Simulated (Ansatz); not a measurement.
# La2InNi2: the cost of one run

Program: Ansatz 0.2.0. Level of theory: DFT LDA, scalar-relativistic, plane waves, PAW. These are calculated values, not measurements.

### 1 The starting structure

Symmetry: P4/mbm, No. 127, tetragonal system. Conventional cell: a = 7.586 Å, b = 7.586 Å, c = 3.851 Å, α = 90.00°, β = 90.00°, γ = 90.00°. Around La (site symmetry m2m) lie 6 Ni at 2.92 to 2.98 Å. In (site symmetry 4/m) is surrounded by 4 Ni at 3.02 Å and 8 La at 3.40 Å. Around Ni (site symmetry m2m) lie 1 Ni at 2.57 Å and 6 La at 2.92 to 2.98 Å.

Coordinates:

```cif
data_structure
_symmetry_space_group_name_H-M 'P4/mbm'
_symmetry_Int_Tables_number 127
_cell_length_a 7.5862
_cell_length_b 7.5862
_cell_length_c 3.8511
_cell_angle_alpha 90.000
_cell_angle_beta 90.000
_cell_angle_gamma 90.000
_cell_volume 221.63
loop_
_atom_site_label
_atom_site_type_symbol
_atom_site_symmetry_multiplicity
_atom_site_Wyckoff_symbol
_atom_site_fract_x
_atom_site_fract_y
_atom_site_fract_z
_atom_site_occupancy
La1 La 4 h 0.17542 0.67542 0.50000 1
In1 In 2 a 0.50000 0.50000 0.00000 1
Ni1 Ni 4 g 0.61998 0.11998 0.00000 1
```

The structure comes from the Materials Project (structure only).

(A quick probe on a coarse mesh, which set the mesh and smearing, is not shown.)

### 3 Full relaxation

File input.yaml:

```yaml
crystal:
  lattice:
    - [7.58619716, 0.0, 0.0]
    - [0.0, 7.58619716, 0.0]
    - [0.0, 0.0, 3.85114637]
  atoms:
    - { symbol: La, position: [0.17541682, 0.67541682, 0.5] }
    - { symbol: La, position: [0.82458318, 0.32458318, 0.5] }
    - { symbol: La, position: [0.32458318, 0.17541682, 0.5] }
    - { symbol: La, position: [0.67541682, 0.82458318, 0.5] }
    - { symbol: In, position: [0.5, 0.5, 0.0] }
    - { symbol: In, position: [0.0, 0.0, 0.0] }
    - { symbol: Ni, position: [0.61998069, 0.11998069, 0.0] }
    - { symbol: Ni, position: [0.38001931, 0.88001931, 0.0] }
    - { symbol: Ni, position: [0.88001931, 0.61998069, 0.0] }
    - { symbol: Ni, position: [0.11998069, 0.38001931, 0.0] }
basis:
  ecutwfc: 420
kpoints:
  mp_grid: { grid: [6, 6, 10] }
hamiltonian:
  xc: lda
scf:
  occupations: { method: gaussian, width: 0.1 }
output:
  forces: true
  stress: true
  eigenvalues: true
  write_density: true
  write_potential: true
  elf: true
  volumetric_format: npy
relax:
  adjacent_minimum: "off"
  f_tol: 0.005
  max_steps: 80
  cell: { stress_tol: 0.05 }
```

Started as:

```bash
$ ansatz run input.yaml --threads 4 --pin off --max-ram 10240MiB --backend cpu --events-out ev --progress --plain --runs-dir out
```

Q: Estimate wall time and peak memory on 4 threads of Intel Xeon Platinum 8259CL at 2.50GHz (Skylake/Cascade Lake), shared host.

About 4.2 min, with a peak of 1.4 GiB.
